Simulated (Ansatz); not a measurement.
**C10H10Cl2Ti: small, medium and large basis sets**

An exercise on one series of results from a longer session: the logs are not shown, and one member is left open.

Computed with Ansatz 0.2.0, Gaussian basis. Level: one geometry, several basis sets.

Levels to be run: PBE0-D4/def2-SVP; ωB97M-V/def2-SVP; PBE0-D4/def2-QZVPP; ωB97M-V/def2-QZVPP; the functionals' def2-TZVPP values are taken from earlier runs.

**The geometry**

The geometry comes from an earlier relaxation with PBE0-D4 in a triple-zeta def2 set; it is a stationary point, not always the lowest conformer.

SMILES `[Cl][Ti]12345678([Cl])([C@H]9[C@@H]1[C@@H]2[C@@H]3[C@H]94)[C@H]1[C@@H]5[C@@H]6[C@@H]7[C@H]18`, 23 atoms, charge 0, spin multiplicity 1.

Atoms are counted from 1 here; the program's logs count them from 0.

Bond lengths: Cl1–Ti2 2.320 Å, Ti2–Cl3 2.320 Å, Ti2–C4 2.395 Å, Ti2–C5 2.380 Å, Ti2–C6 2.368 Å, Ti2–C7 2.355 Å, Ti2–C8 2.403 Å, Ti2–C9 2.355 Å, Ti2–C10 2.403 Å, Ti2–C11 2.395 Å, Ti2–C12 2.380 Å, Ti2–C13 2.368 Å, C4–C5 1.415 Å, C4–C8 1.401 Å, C4–H14 1.078 Å, C5–C6 1.401 Å, C5–H15 1.078 Å, C6–C7 1.417 Å and more. Angles: Cl1–Ti2–Cl3 96.6°, Cl1–Ti2–C4 80.9°, Cl1–Ti2–C5 80.2°, Cl1–Ti2–C6 111.5°, Cl1–Ti2–C7 135.8°, Cl1–Ti2–C8 112.4°, Cl1–Ti2–C9 98.6°, Cl1–Ti2–C10 76.9°, Cl1–Ti2–C11 92.5°, Cl1–Ti2–C12 126.9°, Cl1–Ti2–C13 132.2°, Cl3–Ti2–C4 92.4°, Cl3–Ti2–C5 126.8°, Cl3–Ti2–C6 132.2°, Cl3–Ti2–C7 98.7°, Cl3–Ti2–C8 76.9°, Cl3–Ti2–C9 135.8°, Cl3–Ti2–C10 112.4° and more.

Geometry (Å):

```xyz
23
C10H10Cl2Ti
Cl    0.2143    0.5709   -2.6828
Ti    0.2185   -0.2263   -0.5043
Cl    1.3572   -2.1989   -0.9444
C    -1.8663   -1.1477   -1.2398
C    -2.1111    0.1702   -0.7869
C    -1.8363    0.2150    0.5864
C    -1.3973   -1.0717    0.9861
C    -1.4540   -1.9135   -0.1415
C     0.7057    1.7906    0.6097
C     1.6878    1.6723   -0.3928
C     2.4572    0.5338   -0.1202
C     1.9812   -0.0380    1.0833
C     0.9120    0.7433    1.5416
H    -1.9266   -1.4844   -2.2621
H    -2.4089    1.0027   -1.4042
H    -1.9308    1.0795    1.2240
H    -1.1010   -1.3678    1.9804
H    -1.1562   -2.9480   -0.1694
H    -0.0470    2.5615    0.6678
H     1.7800    2.3036   -1.2602
H     3.2336    0.1268   -0.7475
H     2.3484   -0.9443    1.5378
H     0.3396    0.5705    2.4390
```

Set-up of the first run:

in.yaml reads:

```yaml
crystal:
  periodic: [false, false, false]
  atoms:
    - {symbol: Cl, position_ang: [0.214344, 0.570872, -2.682847]}
    - {symbol: Ti, position_ang: [0.218493, -0.226326, -0.504287]}
    - {symbol: Cl, position_ang: [1.357197, -2.198940, -0.944406]}
    - {symbol: C, position_ang: [-1.866335, -1.147745, -1.239771]}
    - {symbol: C, position_ang: [-2.111095, 0.170186, -0.786880]}
    - {symbol: C, position_ang: [-1.836257, 0.215029, 0.586443]}
    - {symbol: C, position_ang: [-1.397282, -1.071695, 0.986067]}
    - {symbol: C, position_ang: [-1.454018, -1.913525, -0.141541]}
    - {symbol: C, position_ang: [0.705683, 1.790625, 0.609733]}
    - {symbol: C, position_ang: [1.687772, 1.672266, -0.392782]}
    - {symbol: C, position_ang: [2.457154, 0.533798, -0.120246]}
    - {symbol: C, position_ang: [1.981211, -0.037960, 1.083340]}
    - {symbol: C, position_ang: [0.912011, 0.743308, 1.541614]}
    - {symbol: H, position_ang: [-1.926575, -1.484415, -2.262086]}
    - {symbol: H, position_ang: [-2.408899, 1.002675, -1.404194]}
    - {symbol: H, position_ang: [-1.930821, 1.079548, 1.223986]}
    - {symbol: H, position_ang: [-1.101006, -1.367828, 1.980382]}
    - {symbol: H, position_ang: [-1.156247, -2.947986, -0.169390]}
    - {symbol: H, position_ang: [-0.047009, 2.561488, 0.667828]}
    - {symbol: H, position_ang: [1.779997, 2.303597, -1.260213]}
    - {symbol: H, position_ang: [3.233647, 0.126837, -0.747544]}
    - {symbol: H, position_ang: [2.348386, -0.944309, 1.537818]}
    - {symbol: H, position_ang: [0.339638, 0.570520, 2.439005]}
basis:
  gaussian: {orbitals: def2-SVP}
hamiltonian: {xc: pbe0, dispersion: d4}
output: {orbitals: {seedname: orbitals}}
```

Command:

```sh
> ansatz run in.yaml --threads 11 --pin off --events-out ev --progress --plain --max-ram 110592MiB --backend cpu
```

Steps of the session up to this table: PBE0-D4 in def2-SVP; ωB97M-V in def2-SVP; PBE0-D4 in def2-QZVPP; ωB97M-V in def2-QZVPP.

One of the session's tables, all rows but one given; the rest of the session is left out.

It belongs to the step «Functionals by basis». 

| functional | basis | HOMO (eV) | LUMO (eV) |
| --- | --- | --- | --- |
| PBE0-D4 | def2-SVP | -6.64 | -2.41 |
| PBE0-D4 | def2-TZVPP | -6.70 | -2.42 |
| PBE0-D4 | def2-QZVPP | -6.73 | -2.45 |
| ωB97M-V | def2-SVP | ? | ? |
| ωB97M-V | def2-TZVPP | -8.75 | -0.32 |
| ωB97M-V | def2-QZVPP | -8.77 | -0.37 |

Q: Estimate the row for ωB97M-V, def2-SVP from the others.

The run gave: HOMO (eV): -8.65; LUMO (eV): -0.24. In the column «HOMO (eV)» it lies between ωB97M-V, def2-TZVPP (-8.75) and PBE0-D4, def2-QZVPP (-6.73).
